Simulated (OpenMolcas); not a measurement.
# CHClInNO (SMILES O=C=[N][InH][Cl]) at 5 levels

Aim: a comparison of 5 runs (HF/def2-SVP, B2PLYP/def2-SVP, PBE/def2-SVP, MP2/def2-SVP, CCSD(T)/def2-SVP) of CHClInNO. 

Program for the calculation: OpenMolcas 26.06.

## Step 1: The structure to begin with

CHClInNO: 6 atoms, total charge 0, spin state singlet. As SMILES, `O=C=[N][InH][Cl]`. The In4–H6 distance was set to 2.194 Å, away from the relaxed value.

Bond lengths: O1–C2 1.166 Å, C2–N3 1.205 Å, N3–In4 2.019 Å, In4–Cl5 2.315 Å. Angles: O1–C2–N3 176.3°, C2–N3–In4 136.4°, N3–In4–Cl5 111.3°.

## Step 2: A single-point energy at HF/def2-SVP (core potential) (run 1)

input.xyz reads:

```xyz
6

O      1.941769    -2.614519    -0.208869
C      1.210369    -1.765019     0.112331
N      0.450469    -0.921019     0.515131
In    -0.430431     0.733781    -0.235669
Cl     0.186769     1.087881    -2.438969
H     -1.790100     2.008300     0.921200
```

run.inp reads:

```
&GATEWAY
BASLIB=$CurrDir
COORD=input.xyz
BASIS=def2-SVP
GROUP=NoSym
&SEWARD
&SCF
THRESHOLDS=1e-10 1e-07 1e-07 1e-05
PRORBITALS=1 1
```

The basis set def2-SVP is read from a file made from the Basis Set Exchange's data (not shown).

Command:

```sh
$ export MOLCAS_MEM=1860
$ pymolcas run.inp > run.log
```

Output:

```text
--- Start Module: gateway ---
[...]
--- Stop Module: gateway /rc=_RC_ALL_IS_WELL_ ---
--- Start Module: seward ---
[...]
      Basis functions           91
--- Stop Module: seward /rc=_RC_ALL_IS_WELL_ ---
[...]
--- Start Module: scf ---
[...]
       Convergence after  15 Iterations
[...]
::    Total SCF energy                               -816.2351782300
[...]
      Total spin, S                                     0.0000000000
[...]
      Total electronic charge=   60.000000
      Total            charge=   -0.000000
[...]
      Dipole Moment (debye):
      Origin of the operator (angstrom)=    0.0371    0.2514   -0.5507
                   X= -1.9236E+00               Y=  2.0918E+00               Z=  1.0926E+00           Total=  3.0446E+00
      Quadrupole Moment (debye*angstrom):
[...]
--- Stop Module: scf /rc=_RC_ALL_IS_WELL_ ---
[...]
```

Run time: 6.6 s. Hardware: 1 thread of Arm Neoverse V2, shared host; peak memory 0.5 GiB.

## Step 3: A single-point energy at B2PLYP/def2-SVP (core potential) (run 2)

coord.xyz reads:

```xyz
6

O      1.941769    -2.614519    -0.208869
C      1.210369    -1.765019     0.112331
N      0.450469    -0.921019     0.515131
In    -0.430431     0.733781    -0.235669
Cl     0.186769     1.087881    -2.438969
H     -1.790100     2.008300     0.921200
```

run.inp reads:

```
* CHClInNO Kohn-Sham DFT

&gateway
 baslib
 $CurrDir
 coord
 coord.xyz
 basis
 def2-SVP
 group
 NoSym

&seward
 gridinput
 Grid=UltraFine
 End of Grid

&scf
 ksdft
 B2PLYP_SCF
 thresholds
 1e-10 1e-07 1e-07 1e-05
 prorbitals
 1 1

&mbpt2
 frozen
 12
```

The basis set def2-SVP is read from a file made from the Basis Set Exchange's data (not shown).

Command:

```sh
$ export MOLCAS_MEM=1860
$ pymolcas run.inp > run.log
```

Output:

```text
--- Start Module: gateway ---
[...]
--- Stop Module: gateway /rc=_RC_ALL_IS_WELL_ ---
[...]
      Basis functions           91
[...]
--- Start Module: scf ---
[...]
       Convergence after  16 Iterations
[...]
::    Total KS-DFT energy                            -817.9731919446
[...]
      Total spin, S                                     0.0000000000
[...]
      Total electronic charge=   60.000000
      Total            charge=   -0.000000
[...]
      Dipole Moment (debye):
      Origin of the operator (angstrom)=    0.0371    0.2514   -0.5507
                   X= -1.8294E+00               Y=  1.9977E+00               Z=  1.0261E+00           Total=  2.8966E+00
      Quadrupole Moment (debye*angstrom):
[...]
--- Stop Module: scf /rc=_RC_ALL_IS_WELL_ ---
[...]
--- Start Module: mbpt2 ---
[...]
 ###    WARNING: MP2 implementation intended for RHF references only         ###
 ###############################################################################
MBPT2 WARNING: Reference function according to RunFile:KS-DFT
I'll assume you know what you're doing and continue
WARNING!
Default frozen orbitals as non valence orbitals is overwritten by user input.
Default values:   8
[...]
       Reference weight ( Cref**2 )         =        0.71671
::    Total MBPT2 energy                             -818.8184275994
[...]
      Total MBPT2 calculations                           0.33      0.39
--- Stop Module: mbpt2 /rc=_RC_ALL_IS_WELL_ ---
[...]
```

Wall time 20 s (1 thread of Arm Neoverse V2, shared host); peak memory 0.5 GiB.

## Step 4: A single-point energy at PBE/def2-SVP (core potential) (run 3)

run.input reads:

```
>>> EXPORT MOLCAS_PRINT=2
&GATEWAY
BasLib=$CurrDir
Coord
6
angstrom
O        1.941769      -2.614519      -0.208869
C        1.210369      -1.765019       0.112331
N        0.450469      -0.921019       0.515131
In      -0.430431       0.733781      -0.235669
Cl       0.186769       1.087881      -2.438969
H       -1.790100       2.008300       0.921200
Basis=def2-SVP
Group=NoSym
&SEWARD
GridInput
Grid=UltraFine
End of Grid
&SCF
KSDFT=PBE
Thresholds=1e-10 1e-07 1e-07 1e-05
PrOrbitals=1 2
```

The basis set def2-SVP is read from a file made from the Basis Set Exchange's data (not shown).

Command:

```sh
$ export MOLCAS_MEM=1860
$ pymolcas run.input > run.log
```

Output:

```text
--- Start Module: gateway ---
[...]
--- Stop Module: gateway /rc=_RC_ALL_IS_WELL_ ---
--- Start Module: seward ---
[...]
      Basis functions           91
--- Stop Module: seward /rc=_RC_ALL_IS_WELL_ ---
[...]
--- Start Module: scf ---
[...]
       Convergence after  21 Iterations
[...]
::    Total KS-DFT energy                            -818.4096031070
[...]
      Total spin, S                                     0.0000000000
[...]
      Total electronic charge=   60.000000
      Total            charge=   -0.000000
[...]
      Dipole Moment (debye):
      Origin of the operator (angstrom)=    0.0371    0.2514   -0.5507
                   X= -1.5496E+00               Y=  1.6733E+00               Z=  9.0417E-01           Total=  2.4533E+00
      Quadrupole Moment (debye*angstrom):
[...]
--- Stop Module: scf /rc=_RC_ALL_IS_WELL_ ---
[...]
```

It took 25 s on 1 thread of Arm Neoverse V2, shared host; peak memory 0.5 GiB.

Run 4 isn't shown in full; the table further down has it.

## Step 5: The energy at CCSD(T)/def2-SVP (core potential) (run 5)

mol.input reads:

```
* CHClInNO CCSD(T)

&GATEWAY
  BASLIB=$CurrDir
  COORD
  6
  angstrom
  O        1.941769      -2.614519      -0.208869
  C        1.210369      -1.765019       0.112331
  N        0.450469      -0.921019       0.515131
  In      -0.430431       0.733781      -0.235669
  Cl       0.186769       1.087881      -2.438969
  H       -1.790100       2.008300       0.921200
  BASIS=def2-SVP
  GROUP=NoSym

&SEWARD

&SCF
  THRESHOLDS=1e-10 1e-07 1e-07 1e-05
  PRORBITALS=0

&RASSCF
  FILEORB=$Project.ScfOrb
  SPIN=1
  NACTEL=0 0 0
  INACTIVE=30
  RAS2=0
  OUTORBITALS=Canonical
  ORBLISTING=NoCore

&MOTRA
  JOBIPH
  FROZEN=12

&CCSDT
  CCT
  TRIPLES=2
  ITERATIONS=80
  ACCURACY=1e-08
  EXTRAPOLATION=5 4
```

The basis set def2-SVP is read from a file made from the Basis Set Exchange's data (not shown).

Command:

```sh
$ export MOLCAS_MEM=1860
$ pymolcas mol.input > mol.log
```

Output:

```text
--- Start Module: gateway ---
[...]
--- Stop Module: gateway /rc=_RC_ALL_IS_WELL_ ---
[...]
      Basis functions           91
[...]
       Convergence after  15 Iterations
[...]
::    Total SCF energy                               -816.2351782300
[...]
      Total spin, S                                     0.0000000000
[...]
      Number of active orbitals                  0
[...]
      Spin quantum number                      0.0
[...]
      Active orbitals                            0
[...]
      Number of CSFs                             1
[...]
      Number of root(s) required                 1
[...]
      Convergence after  4 iterations
[...]
      Natural orbitals and occupation numbers for root  1
      ************************************************************************************************************************
      *                                                    Final results                                                     *
      ************************************************************************************************************************
[...]
::    RASSCF root number  1 Total energy:   -816.23517823
[...]
      Total electronic charge=   60.000000
      Total            charge=   -0.000000
[...]
      Dipole Moment (debye):
      Origin of the operator (angstrom)=    0.0371    0.2514   -0.5507
                   X= -1.9236E+00               Y=  2.0918E+00               Z=  1.0926E+00           Total=  3.0446E+00
      Quadrupole Moment (debye*angstrom):
[...]
--- Start Module: motra ---
[...]
      *** WARNING: Default frozen orbitals is overwritten by user input.
      *** Default values:   8
[...]
--- Stop Module: motra /rc=_RC_ALL_IS_WELL_ ---
[...]
--- Start Module: ccsdt ---
[...]
      Convergence after                    20  Iterations
      Total energy (diff) :    -816.92791741      -0.00000001
[...]
 METHOD                       : CCSD+T(CCSD)+<T3(1)WT1> = CCSD(T)
[...]
       CCSD     =      -816.9279174078673
[...]
--- Stop Module: ccsdt /rc=_RC_ALL_IS_WELL_ ---
[...]
```

Wall time 2.7 min (1 thread of Arm Neoverse V2, shared host); peak memory 0.5 GiB.

## Step 6: The series

| run | level | frozen core orbitals | integration grid | energy (Eh) | dipole moment (D) of the reference | HOMO energy (eV) | LUMO energy (eV) | wall time |
| --- | --- | --- | --- | --- | --- | --- | --- | --- |
| 1 | HF/def2-SVP (core potential) | – | – | -816.235178 | 3.04 | -11.52 | 0.54 | 6.6 s |
| 2 | B2PLYP/def2-SVP (core potential) | 12 | UltraFine | -818.201406 | 2.90 | -9.74 | -1.60 | 20 s |
| 3 | PBE/def2-SVP (core potential) | – | UltraFine | -818.409603 | 2.45 | -7.15 | -3.63 | 25 s |
| 4 | MP2/def2-SVP (core potential) | 12 | – | -816.905486 | 3.04 | -11.52 | 0.54 | 7.2 s |
| 5 | CCSD(T)/def2-SVP (core potential) | 12 | – | -816.953779 | 3.04 | -11.52 | 0.54 | 2.7 min |

## Step 7: What came out

| quantity | value |
| --- | --- |
| run 5: total energy | -816.95378 Eh |
| run 5: dipole moment (mean-field density) | 3.04 D |
| run 5: HOMO energy (Hartree–Fock orbitals) | -11.52 eV |
| run 5: LUMO energy (Hartree–Fock orbitals) | 0.54 eV |
| run 5: HOMO–LUMO gap (Hartree–Fock orbitals) | 12.06 eV |
| run 5: correlation energy (12 core orbitals frozen) | -718.6 mEh |
| run 5: (T) correction | -25.86 mEh |

In words: Below the HF energy at the same shape and in the same basis (def2-SVP): MP2 -670.3 mEh; CCSD(T) -718.6 mEh. Over runs 1, 2, 3 the dipole moment (its size) runs from 2.45 D (PBE/def2-SVP) to 3.04 D (HF/def2-SVP). Over runs 1, 2, 3 the HOMO–LUMO gap runs from 3.52 eV (PBE/def2-SVP) to 12.06 eV (HF/def2-SVP). Exact exchange widens orbital gaps. For B2PLYP the log adds the whole second-order term; the table takes 0.27 of it, as the functional is defined. Totals of different functionals can't be ranked against each other. All runs together took 3.7 min, the longest 2.7 min.
